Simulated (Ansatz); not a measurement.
# Na16H: the cost of one run

All numbers below are computed with Ansatz 0.2.0 (DFT PBE, plane waves, PAW, scalar-relativistic, no spin polarisation).

### 1 Starting point

The cell holds 17 atoms (HNa16): a = 8.460 Å, b = 8.460 Å, c = 8.460 Å, α = 90.00°, β = 90.00°, γ = 90.00°.

Coordinates:

```xyz
17
Lattice="8.4600 0.0000 0.0000 0.0000 8.4600 0.0000 0.0000 0.0000 8.4600" Properties=species:S:1:pos:R:3 pbc="T T T"
Na    0.0000    0.0000    0.0000
Na    4.2300    0.0000    0.0000
Na    0.0000    4.2300    0.0000
Na    0.0000    0.0000    4.2300
Na    2.1150    2.1150    2.1150
Na    4.2300    4.2300    0.0000
Na    4.2300    0.0000    4.2300
Na    6.3450    2.1150    2.1150
Na    0.0000    4.2300    4.2300
Na    2.1150    6.3450    2.1150
Na    2.1150    2.1150    6.3450
Na    4.2300    4.2300    4.2300
Na    6.3450    6.3450    2.1150
Na    6.3450    2.1150    6.3450
Na    2.1150    6.3450    6.3450
Na    6.3450    6.3450    6.3450
H    -0.0011    2.0022    3.1935
```

### 2 Relaxing the start

The input, input.yaml:

```yaml
accuracy: low
crystal:
  lattice:
    - [8.46, 0.0, 0.0]
    - [0.0, 8.46, 0.0]
    - [0.0, 0.0, 8.46]
  atoms:
    - { symbol: Na, position: [0.0, 0.0, 0.0] }
    - { symbol: Na, position: [0.5, 0.0, 0.0] }
    - { symbol: Na, position: [0.0, 0.5, 0.0] }
    - { symbol: Na, position: [0.0, 0.0, 0.5] }
    - { symbol: Na, position: [0.25, 0.25, 0.25] }
    - { symbol: Na, position: [0.5, 0.5, 0.0] }
    - { symbol: Na, position: [0.5, 0.0, 0.5] }
    - { symbol: Na, position: [0.75, 0.25, 0.25] }
    - { symbol: Na, position: [0.0, 0.5, 0.5] }
    - { symbol: Na, position: [0.25, 0.75, 0.25] }
    - { symbol: Na, position: [0.25, 0.25, 0.75] }
    - { symbol: Na, position: [0.5, 0.5, 0.5] }
    - { symbol: Na, position: [0.75, 0.75, 0.25] }
    - { symbol: Na, position: [0.75, 0.25, 0.75] }
    - { symbol: Na, position: [0.25, 0.75, 0.75] }
    - { symbol: Na, position: [0.75, 0.75, 0.75] }
    - { symbol: H, position: [-0.000135, 0.2366683, 0.3774878] }
basis:
  ecutwfc: 420.0
kpoints:
  mp_grid: { grid: [2, 2, 2] }
hamiltonian:
  xc: pbe
scf:
  occupations: { method: fermi_dirac, width: 0.05 }
  lower_state_search: "off"
relax:
  f_tol: 0.08
  max_steps: 25
  adjacent_minimum: "off"
```

Started as:

```sh
$ ansatz run input.yaml --threads 2 --pin off --max-ram 5120MiB --backend cpu --events-out ev --progress --plain --runs-dir out
```

Q: Estimate wall time and peak memory on 2 threads of Intel Xeon Platinum 8488C (Sapphire Rapids), shared host.

About 20 s, with a peak of 1 GiB.
